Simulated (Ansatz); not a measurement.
# C₂H₄AlFO: a ladder of functionals and wavefunction methods

An exercise on one series of results from a longer session: the logs are not shown, and one member is left open.

The runs use Ansatz 0.2.0, Gaussian basis; functionals in def2-TZVPP, the program's frozen cores in correlated methods.

Plan: LDA (SPW92), PBE-D4, revPBE-D4, BLYP-D4, r2SCAN-D4, B97M-V, PBE0-D4, B3LYP-D4, r2SCANh-D4, r2SCAN0-D4, HSE06-D4, BHLYP-D4, CAM-B3LYP-D4, LC-ωPBE, ωB97X-V, ωB97M-V, B2PLYP, PBE-QIDH; CCSD(T)/def2-SVP; CCSD(T)/def2-TZVPP; MP2/def2-QZVPP; extrapolation to the limit; RPA on PBE.

## The geometry

The geometry comes from an earlier relaxation with PBE0-D4 in a triple-zeta def2 set; it is a stationary point, not always the lowest conformer.

SMILES `[OH][Al]1[CH2][CH]1F`, 9 atoms, charge 0, spin multiplicity 1.

Atoms are counted from 1 here; the program's logs count them from 0.

Bond lengths: O1–Al2 1.682 Å, O1–H6 0.956 Å, Al2–C3 1.905 Å, Al2–C4 1.908 Å, C3–C4 1.564 Å, C3–H7 1.100 Å, C3–H8 1.088 Å, C4–F5 1.379 Å, C4–H9 1.095 Å. Angles: Al2–O1–H6 125.5°, O1–Al2–C3 153.9°, O1–Al2–C4 157.2°, C3–Al2–C4 48.4°, Al2–C3–C4 65.9°, Al2–C3–H7 102.3°, Al2–C3–H8 142.6°, C4–C3–H7 109.2°, C4–C3–H8 118.8°, H7–C3–H8 109.5°, Al2–C4–C3 65.7°, Al2–C4–F5 134.9°, Al2–C4–H9 113.1°, C3–C4–F5 116.1°, C3–C4–H9 109.8°, F5–C4–H9 108.1°.

The first run:

File in.yaml:

```yaml
crystal:
  periodic: [false, false, false]
  atoms:
    - {symbol: O, position_ang: [-1.184988, 1.914937, -1.319154]}
    - {symbol: Al, position_ang: [-0.407656, 0.744216, -0.394774]}
    - {symbol: C, position_ang: [0.760035, -0.739839, -0.143581]}
    - {symbol: C, position_ang: [-0.061470, -0.351263, 1.129147]}
    - {symbol: F, position_ang: [-0.727673, -1.381371, 1.758913]}
    - {symbol: H, position_ang: [-0.930177, 2.186397, -2.199431]}
    - {symbol: H, position_ang: [0.235492, -1.543535, -0.680807]}
    - {symbol: H, position_ang: [1.809270, -1.004178, -0.029467]}
    - {symbol: H, position_ang: [0.595669, 0.128435, 1.862156]}
basis:
  gaussian: {orbitals: def2-TZVPP}
hamiltonian: {xc: lda}
output: {orbitals: {seedname: orbitals}}
```

Launch:

```console
$ ansatz run in.yaml --threads 2 --pin off --events-out ev --progress --plain --max-ram 4352MiB
```

Steps of the session up to this table: LDA; PBE-D4 (GGA); revPBE-D4 (GGA); BLYP-D4 (GGA); r2SCAN-D4 (meta-GGA); B97M-V (meta-GGA); PBE0-D4 (hybrid); B3LYP-D4 (hybrid); r2SCANh-D4 (hybrid); r2SCAN0-D4 (hybrid); HSE06-D4 (hybrid); BHLYP-D4 (hybrid); CAM-B3LYP-D4 (range-separated); LC-ωPBE (range-separated); ωB97X-V (range-separated); ωB97M-V (range-separated); B2PLYP (double hybrid); PBE-QIDH (double hybrid).

One table of the session follows, with a row left open; its other results are not shown here.

It belongs to the step «Orbital energies across the functionals». 

```
  functional  HOMO (eV)  gap (eV)
 LDA (SPW92)      -5.28      3.12
      PBE-D4      -5.13      3.20
   revPBE-D4      -5.07      3.26
     BLYP-D4      -5.04      3.15
   r2SCAN-D4      -5.33      3.77
      B97M-V      -5.40      3.61
     PBE0-D4      -6.35      5.23
    B3LYP-D4      -6.17      4.76
  r2SCANh-D4      -5.79      4.50
  r2SCAN0-D4      -6.48      5.58
    HSE06-D4      -5.94      4.46
    BHLYP-D4      -7.50      7.11
CAM-B3LYP-D4      -7.73      7.49
     LC-ωPBE      -9.02     10.01
     ωB97X-V      -8.69      9.51
     ωB97M-V          ?         ?
```

Q: Estimate the row for ωB97M-V from the others.

The run gave: HOMO (eV): -8.55; gap (eV): 9.07. In the column «HOMO (eV)» it lies between ωB97X-V (-8.69) and CAM-B3LYP-D4 (-7.73).
